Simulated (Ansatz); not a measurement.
# CH₆S₃Si: up Jacob's ladder to CCSD(T)

Aim: compute CH₆S₃Si with functionals from several rungs and with coupled cluster. The yardstick is the atomisation energy at the CCSD(T) limit.

Computed with Ansatz 0.2.0, Gaussian basis. Level: functionals in def2-TZVPP, the program's frozen cores in correlated methods.

Levels to be run: PBE-D4, r2SCAN-D4, PBE0-D4, B3LYP-D4, ωB97X-V, ωB97M-V, B2PLYP; CCSD(T)/def2-TZVPP; MP2/def2-QZVPP; extrapolation to the limit.

## (1) The geometry

An earlier PBE0-D4 in a triple-zeta def2 set relaxation fixed the geometry.

11 atoms, charge 0, spin multiplicity 1.

Atoms are counted from 1 here; the program's logs count them from 0.

Bond lengths: S1–C2 1.810 Å, S1–H6 1.343 Å, C2–Si3 1.881 Å, C2–H7 1.092 Å, C2–H8 1.092 Å, Si3–S4 2.148 Å, Si3–H9 1.485 Å, Si3–H10 1.482 Å, S4–S5 2.064 Å, S5–H11 1.346 Å. Angles: C2–S1–H6 97.8°, S1–C2–Si3 108.8°, S1–C2–H7 110.8°, S1–C2–H8 110.3°, Si3–C2–H7 110.1°, Si3–C2–H8 108.0°, H7–C2–H8 108.9°, C2–Si3–S4 106.4°, C2–Si3–H9 110.7°, C2–Si3–H10 110.8°, S4–Si3–H9 109.4°, S4–Si3–H10 109.7°, H9–Si3–H10 109.9°, Si3–S4–S5 96.4°, S4–S5–H11 98.0°.

Coordinates:

```
S    -0.5983    1.7858    1.9567
C    -1.0699    0.6172    0.6577
Si    0.4791   -0.2431    0.0263
S    -0.1095   -1.3544   -1.7145
S     1.7291   -2.2255   -2.0632
H    -1.8316    2.0569    2.4145
H    -1.5730    1.1332   -0.1632
H    -1.7400   -0.1463    1.0592
H     1.5147    0.7514   -0.3511
H     1.0197   -1.1688    1.0493
H     2.2451   -1.2633   -2.8511
```

## (2) PBE-D4 (GGA)

Input file in.yaml:

```yaml
crystal:
  periodic: [false, false, false]
  atoms:
    - {symbol: S, position_ang: [-0.598321, 1.785784, 1.956738]}
    - {symbol: C, position_ang: [-1.069893, 0.617157, 0.657693]}
    - {symbol: Si, position_ang: [0.479125, -0.243108, 0.026337]}
    - {symbol: S, position_ang: [-0.109502, -1.354365, -1.714487]}
    - {symbol: S, position_ang: [1.729111, -2.225471, -2.063222]}
    - {symbol: H, position_ang: [-1.831599, 2.056946, 2.414499]}
    - {symbol: H, position_ang: [-1.572998, 1.133164, -0.163203]}
    - {symbol: H, position_ang: [-1.740031, -0.146285, 1.059185]}
    - {symbol: H, position_ang: [1.514728, 0.751400, -0.351137]}
    - {symbol: H, position_ang: [1.019678, -1.168831, 1.049251]}
    - {symbol: H, position_ang: [2.245102, -1.263291, -2.851054]}
basis:
  gaussian: {orbitals: def2-TZVPP}
hamiltonian: {xc: pbe, dispersion: d4}
output: {forces: true, orbitals: {seedname: orbitals}}
```

Run with:

```bash
$ ansatz run in.yaml --threads 4 --pin off --events-out ev --progress --plain --max-ram 10444MiB
```

The runs that follow: r2SCAN-D4 (meta-GGA); PBE0-D4 (hybrid); B3LYP-D4 (hybrid); ωB97X-V (range-separated); ωB97M-V (range-separated); B2PLYP (double hybrid); CCSD(T) in def2-TZVPP; MP2 in def2-QZVPP.

Q: Predict the results of all the runs planned. Wanted: atomisation energy, CCSD(T)/CBS; farthest; mean size of error, hybrid; mean size of error, range-separated; gap, smallest and largest; T1 diagnostic; triples share of the correlation energy.

The runs gave:

| quantity | value |
| --- | --- |
| atomisation energy, CCSD(T)/CBS | 35.844 eV |
| functionals within 0.179 eV (0.5 %) | r2SCAN-D4, PBE0-D4 |
| farthest | B2PLYP (-0.766 eV) |
| mean size of error, hybrid | 0.104 eV |
| mean size of error, range-separated | 0.280 eV |
| gap, smallest and largest | 3.52 eV (PBE-D4), 10.36 eV (ωB97X-V) |
| T1 diagnostic | 0.0114 |
| triples share of the correlation energy | 4.4 % |

What this shows: PBE-D4 misses by +0.492 eV. Double hybrids carry the basis error of their MP2 part in triple zeta, and no dispersion term here, so their miss is partly the set-up's. The reference freezes the cores and leaves out relativity and excitations past (T), so misses under about 0.179 eV can't be ranked. Hartree-Fock recovers 71 % of the binding; the rest is correlation. The gap grows from 3.5 to 10.4 eV across the functionals, mostly with the share of exact exchange.
